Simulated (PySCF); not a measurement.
# C₅H₁₃PSe: magnetic properties

Aim: compute the magnetic properties of C₅H₁₃PSe (`CCC[P@H](=[Se])CC`).

Programs: PySCF 2.14.0, with routines of our own; each step states its level. All values are computed. Atoms count from 0.

## 1. The system as given

20 atoms, charge 0, multiplicity 1; geometry from: GFN2-xTB.

## 2. Magnetic properties: GIAO HF/pcSseg-1

The job: settings as JSON, then the geometry in Å.

```
{"job": {"kind": "mag", "xc": "HF", "basis": "pcSseg-1", "isotopologues": 2}, "charge": 0, "multiplicity": 1}
C     -3.326509    -0.401129    -0.455763
C     -2.061873    -0.088456     0.332181
C     -0.817241    -0.162502    -0.547687
P      0.663709     0.322429     0.426598
Se     0.593036     2.216558     1.282865
C      2.115835    -0.007676    -0.656782
C      3.402636     0.237579     0.117350
H     -4.198344    -0.341476     0.190398
H     -3.279264    -1.403441    -0.877413
H     -3.453717     0.309688    -1.269306
H     -2.131719     0.915910     0.758520
H     -1.958789    -0.793104     1.163029
H     -0.677269    -1.168156    -0.952990
H     -0.898920     0.544421    -1.380487
H      0.756073    -0.725446     1.351584
H      2.062606    -1.033273    -1.030258
H      2.041318     0.680208    -1.505166
H      3.410665     1.253338     0.509785
H      4.270322     0.106659    -0.525267
H      3.482298    -0.451452     0.957286
```

Level: GIAO HF/pcSseg-1 magnetisability, rotational g tensor and spin-rotation constants, non-relativistic, gas phase.

On the command line:

```console
OMP_NUM_THREADS=1 python excited_run.py task.json out
```

One launch serves the whole session: the jobs run in the order shown.

Log:

```text
final grid: 150880 points
cycle   1  E = -2937.0638172033  dE =  3.085e-01  |g| = 6.250e-01  |ddm| = 3.850e+00
cycle   2  E = -2937.1583043717  dE = -9.449e-02  |g| = 2.749e-01  |ddm| = 1.180e+00
cycle   3  E = -2937.1804258509  dE = -2.212e-02  |g| = 9.368e-02  |ddm| = 4.982e-01
cycle   4  E = -2937.1829710811  dE = -2.545e-03  |g| = 2.517e-02  |ddm| = 1.219e-01
cycle   5  E = -2937.1831152129  dE = -1.441e-04  |g| = 4.507e-03  |ddm| = 3.001e-02
cycle   6  E = -2937.1831259763  dE = -1.076e-05  |g| = 1.422e-03  |ddm| = 1.082e-02
cycle   7  E = -2937.1831273818  dE = -1.405e-06  |g| = 4.826e-04  |ddm| = 4.422e-03
cycle   8  E = -2937.1831275977  dE = -2.159e-07  |g| = 1.439e-04  |ddm| = 2.042e-03
cycle   9  E = -2937.1831276176  dE = -1.999e-08  |g| = 4.127e-05  |ddm| = 6.818e-04
cycle  10  E = -2937.1831276189  dE = -1.302e-09  |g| = 9.774e-06  |ddm| = 1.758e-04
cycle  11  E = -2937.1831276190  dE = -6.457e-11  |g| = 2.707e-06  |ddm| = 3.747e-05
converged SCF energy = -2937.1831276190

Magnetisability tensor (1e-30 J/T^2)
    -1932.85       -9.55      -34.51
       -9.55    -1931.21       20.35
      -34.51       20.35    -1921.45
isotropic -1928.50   principal values   -1963.48  -1939.59  -1882.43
isotropic susceptibility -116.137 1e-6 cm^3/mol

Inertial axes            a          b          c
rot. const./GHz      1.6867     0.8828     0.6074
chi total          -117.318   -113.995   -117.098
chi diamagnetic    -813.304  -1554.187  -2113.255
chi paramagnetic    695.986   1440.192   1996.158
quadrupole/D A        0.423      0.594     -1.017
g nuclear            0.5513     0.5958     0.5697
g electronic        -0.5515    -0.5973    -0.5696
g total             -0.0002    -0.0015     0.0001

Spin-rotation constants (kHz, H = +C I.J)
atom  isotope        aa         bb         cc
  3    31P        2.603      1.198      1.042
  7     1H       -0.109     -0.044     -0.051
  8     1H       -0.157     -0.001     -0.068
  9     1H       -0.187     -0.100      0.011
 10     1H       -0.159      0.014     -0.062
 11     1H       -0.182     -0.102      0.009
 12     1H       -0.163      0.005     -0.074
 13     1H       -0.182     -0.115      0.015
 14     1H       -0.158     -0.091      0.035
 15     1H       -0.153     -0.005     -0.069
 16     1H       -0.200     -0.103      0.015
 17     1H       -0.117     -0.013     -0.061
 18     1H       -0.110     -0.040     -0.055
 19     1H       -0.180     -0.103      0.006
  0    13C*       0.202      0.120      0.081
  1    13C*       0.236      0.121      0.075
  2    13C*       0.241      0.140      0.097
  4   77Se*       1.200      0.593      0.270
  5    13C*       0.260      0.113      0.086
  6    13C*       0.208      0.107      0.068
* in the singly substituted isotopologue

Isotopologues: g along a, b, c
2H    at 7,8,9,10,11,12    -0.0008    -0.0012    -0.0001
13C   at 0                 -0.0002    -0.0015     0.0001
```

Wall time 42 s (1 thread of Arm Neoverse V1, shared host); peak memory 1 GiB.

From this job:

```csv
quantity,value
magnetisability,-1928·10⁻³⁰ J/T²
molar susceptibility,-116.1·10⁻⁶ cm³/mol
"rotational g (a, b, c)","-0.0002, -0.0015, 0.0001"
```

Orbitals, density, ELF and potential are computed afterwards from the orbital file.

Frontier orbitals at HF/pcSseg-1, with the share of their density that lies nearest to each atom:

```csv
orbital,energy (eV),lies on
HOMO,-8.35,Se4 79 %
LUMO,3.54,"H14 25 %; H12, H15 about 13 % each; P3 10 %"
```

ELF in a plane through or near 8 of the atoms.

Ten even steps from ' ' (0.00) to '@' (1.00):
```
                                                        
                    ..::::::                            
                  ..++******==..                        
                ::++##%%%%%%##==                        
                ::**%%%%%%%%##==                        
                  ++####******::  ++##--                
          ..++--  ..++******--  --@@@@**    ..          
          ++@@@@::  ==**==++--  **@@@@++  ==@@@@..      
          ==@@@@==  --..**..++..==++==++--@@@@@@++      
        --++----**++%%++**..@@**@@++++@@--@@@@@@++      
      ++@@@@**::@@**##@@==##%%::**%%####%%--%%##..      
      %%@@@@@@++##..::++..::++==++::..==##**::          
      ++@@@@##..==##%%**    ##@@##::  ++%%##::          
        ==++    --%%@@##    ##@@##..  ::##**..          
                ..**##==    ::++::      ::::            
                                                        
                                                        
                                                        
                                                        
                                                        
```
The map spans 13.7 Å across and 9.8 Å up, centred on the molecule. Atoms in the plane (x, y in Å): C0 (3.4, -0.2), C1 (2.0, 0.5), C2 (0.8, -0.4), P3 (-0.7, 0.6), C5 (-2.1, -0.6), C6 (-3.4, 0.0), H7 (4.2, 0.4), H18 (-4.2, -0.6).

On the surface of density 0.002 e/bohr³ the electrostatic potential runs, from the 1st to the 99th percentile, from -1.50 V near Se4 to 1.36 V near H15.

## 3. Magnetic properties: GIAO B3LYP/pcseg-1

Settings changed since step 2:

```diff
@@ -1,2 +1,2 @@
-{"job": {"kind": "mag", "xc": "HF", "basis": "pcSseg-1", "isotopologues": 2}, "charge": 0, "multiplicity": 1}
+{"job": {"kind": "mag", "xc": "B3LYP", "basis": "pcseg-1"}, "charge": 0, "multiplicity": 1}
 C     -3.326509    -0.401129    -0.455763
```

Level: GIAO B3LYP/pcseg-1 magnetisability, rotational g tensor and spin-rotation constants, non-relativistic, gas phase.

Log:

```text
coarse grid: 71784 points
cycle   1  E = -2940.9506935313  dE = -3.225e-01  |g| = 5.062e-01  |ddm| = 4.343e+00
cycle   2  E = -2940.8842282345  dE =  6.647e-02  |g| = 6.880e-01  |ddm| = 2.108e+00
cycle   3  E = -2941.0267094010  dE = -1.425e-01  |g| = 1.158e-01  |ddm| = 1.401e+00
cycle   4  E = -2941.0306382944  dE = -3.929e-03  |g| = 3.600e-02  |ddm| = 2.291e-01
cycle   5  E = -2941.0310330091  dE = -3.947e-04  |g| = 7.986e-03  |ddm| = 6.893e-02
cycle   6  E = -2941.0310524060  dE = -1.940e-05  |g| = 1.795e-03  |ddm| = 1.796e-02
cycle   7  E = -2941.0310532576  dE = -8.516e-07  |g| = 4.142e-04  |ddm| = 2.913e-03
final grid: 150880 points
cycle   8  E = -2941.0310072648  dE = -7.269e-08  |g| = 5.003e-04  |ddm| = 3.033e-03
cycle   9  E = -2941.0310072188  dE =  4.605e-08  |g| = 6.512e-04  |ddm| = 1.241e-03
cycle  10  E = -2941.0310073297  dE = -1.109e-07  |g| = 5.913e-05  |ddm| = 7.657e-04
cycle  11  E = -2941.0310073308  dE = -1.098e-09  |g| = 1.145e-05  |ddm| = 1.079e-04
cycle  12  E = -2941.0310073308  dE = -3.729e-11  |g| = 4.140e-06  |ddm| = 2.675e-05
converged SCF energy = -2941.0310073308

Magnetisability tensor (1e-30 J/T^2)
    -1863.36      -10.21      -38.63
      -10.21    -1862.77       29.47
      -38.63       29.47    -1862.82
isotropic -1862.98   principal values   -1907.00  -1872.79  -1809.16
isotropic susceptibility -112.192 1e-6 cm^3/mol

Inertial axes            a          b          c
rot. const./GHz      1.6867     0.8828     0.6074
chi total          -113.207   -109.465   -113.902
chi diamagnetic    -811.819  -1553.026  -2111.476
chi paramagnetic    698.611   1443.561   1997.574
quadrupole/D A        0.406      1.128     -1.534
g nuclear            0.5513     0.5958     0.5697
g electronic        -0.5536    -0.5987    -0.5700
g total             -0.0023    -0.0029    -0.0003

Spin-rotation constants (kHz, H = +C I.J)
atom  isotope        aa         bb         cc
  3    31P        2.861      1.259      1.175
  7     1H       -0.107     -0.043     -0.051
  8     1H       -0.157      0.002     -0.069
  9     1H       -0.188     -0.102      0.013
 10     1H       -0.159      0.019     -0.062
 11     1H       -0.182     -0.102      0.013
 12     1H       -0.161      0.013     -0.073
 13     1H       -0.182     -0.115      0.019
 14     1H       -0.146     -0.088      0.040
 15     1H       -0.147      0.001     -0.068
 16     1H       -0.203     -0.102      0.018
 17     1H       -0.117     -0.009     -0.062
 18     1H       -0.108     -0.039     -0.056
 19     1H       -0.183     -0.104      0.009
  0    13C*       0.203      0.126      0.085
  1    13C*       0.249      0.134      0.083
  2    13C*       0.255      0.158      0.110
  4   77Se*       1.744      0.893      0.380
  5    13C*       0.279      0.124      0.097
  6    13C*       0.210      0.114      0.071
* in the singly substituted isotopologue
```

Wall time 40 s (1 thread of Arm Neoverse V1, shared host); peak memory 0.88 GiB.

Key values:

```csv
quantity,value
magnetisability,-1863·10⁻³⁰ J/T²
molar susceptibility,-112.2·10⁻⁶ cm³/mol
"rotational g (a, b, c)","-0.0023, -0.0029, -0.0003"
```

## 4. The levels compared

```csv
level,ξ (10⁻³⁰ J/T²),g(a),g(b),gap (eV),functions,time
GIAO HF/pcSseg-1,-1928,-0.0002,-0.0015,11.89,215,42 s
GIAO B3LYP/pcseg-1,-1863,-0.0023,-0.0029,6.16,180,40 s
```

## 5. Summary of results

```
                                         quantity                      value
       magnetisability (step 2, GIAO HF/pcSseg-1)           -1928·10⁻³⁰ J/T²
  molar susceptibility (step 2, GIAO HF/pcSseg-1)        -116.1·10⁻⁶ cm³/mol
rotational g (a, b, c) (step 2, GIAO HF/pcSseg-1)   -0.0002, -0.0015, 0.0001
            surface potential, 1st and 99th percentile         -1.50 V and 1.36 V
                  magnetisability over the levels  -1928 to -1863·10⁻³⁰ J/T²
```

**Reading.** Steps that list no spin-orbit terms leave them out, which matters at and beside the heavy atoms. The magnetisability spreads by 3.5 % over 2 levels of like cost. Two levels can agree by chance, so this spread shows no convergence. Vibrational averaging and real surroundings are missing from these values.
